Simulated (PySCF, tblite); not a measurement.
# C₄H₁₂NPSi₃: infrared bands and NMR shifts

Aim: predict the infrared bands and NMR shifts of C₄H₁₂NPSi₃ (`C=C(C)[SiH2]P([SiH3])[SiH2]C#N`).

Programs: tblite 0.8.0 and PySCF 2.14.0, with density-fitted response routines of our own. Each step states its level of theory. These are calculated values for one molecule in the gas phase, unless marked as measured. Atoms are numbered from 0 throughout.

**1. The starting structure**

21 atoms, charge 0, multiplicity 1; geometry from: GFN2-xTB.

Bonds of the start (Å): C0–C1 1.33, C1–C2 1.50, C1–Si3 1.89, Si3–P4 2.24, P4–Si5 2.23, P4–Si6 2.23, Si6–C7 1.87, C7–N8 1.15, C0–H9 1.08, C0–H10 1.08, C2–H11 1.09, C2–H12 1.09, C2–H13 1.09, Si3–H14 1.46, Si3–H15 1.47, Si5–H16 1.46, Si5–H17 1.46, Si5–H18 1.46, Si6–H19 1.46, Si6–H20 1.46.

**2. Harmonic vibrations with GFN2-xTB**

Job settings and geometry (Å):

```
{"job": {"kind": "ir", "xc": "GFN2-xTB", "basis": "xTB"}, "charge": 0, "multiplicity": 1}
C     -1.882058     1.618427    -0.997010
C     -1.856177     0.346690    -0.621449
C     -2.924478    -0.243182     0.246743
Si    -0.426369    -0.797712    -1.081962
P      0.748176    -1.065298     0.812383
Si     2.625501    -1.994243     0.049896
Si     1.385284     1.025723     1.229217
C      2.030816     1.846580    -0.321753
N      2.408705     2.289838    -1.308917
H     -1.111314     2.045527    -1.616738
H     -2.678421     2.286845    -0.703762
H     -3.451624    -1.030078    -0.291963
H     -2.473221    -0.696034     1.130124
H     -3.645911     0.508821     0.561883
H      0.373775    -0.220656    -2.164336
H     -0.887280    -2.140555    -1.446156
H      2.261122    -3.347246    -0.362725
H      3.209250    -1.254996    -1.069573
H      3.554857    -2.013504     1.178422
H      2.497096     1.033914     2.181001
H      0.233350     1.818080     1.658392
```

**Question.** This job is followed by: GIAO PBE0/pcSseg-1 NMR shielding, non-relativistic, gas phase. Predict these results of the whole session: strongest single infrared mode (GFN2-xTB); zero-point energy (GFN2-xTB); 13C shifts against TMS (PBE0/pcSseg-1); 1H shifts against TMS (PBE0/pcSseg-1, means over atoms taken as alike); 29Si shifts against TMS (PBE0/pcSseg-1); 31P shifts against H3PO4 (PBE0/pcSseg-1); 15N shifts against NH3 (PBE0/pcSseg-1).

**Answer**, as computed:

```
                                                              quantity                                   value
                             strongest single infrared mode (GFN2-xTB)                    705 cm⁻¹, 403 km/mol
                                          zero-point energy (GFN2-xTB)                           85.6 kcal/mol
                                13C shifts against TMS (PBE0/pcSseg-1)           147.2, 138.6, 121.6, 27.2 ppm
1H shifts against TMS (PBE0/pcSseg-1, means over atoms taken as alike)  6.24, 6.01, 4.82, 4.61, 4.25, 2.16 ppm
                               29Si shifts against TMS (PBE0/pcSseg-1)                 -41.8, -71.9, -82.3 ppm
                              31P shifts against H3PO4 (PBE0/pcSseg-1)                              -353.6 ppm
                                15N shifts against NH3 (PBE0/pcSseg-1)                               366.9 ppm
```

In words: No mode is imaginary among the 57: a minimum at this level. The strongest single mode, at 705 cm⁻¹, has its largest shares on H15, Si3, H9 and H10 (the list is cut at 4 atoms). GFN2-xTB is a fitted tight-binding method: band positions and strengths are rough. Its intensities can rank the bands wrongly. C1 (fully substituted alkene carbon) lies farthest downfield among carbon, at 147.2 ppm; an sp2 carbon of a C=C bond. At PBE0/pcSseg-1: Shielding is most anisotropic at N8 (span 584 ppm, paramagnetic term -438 ppm).
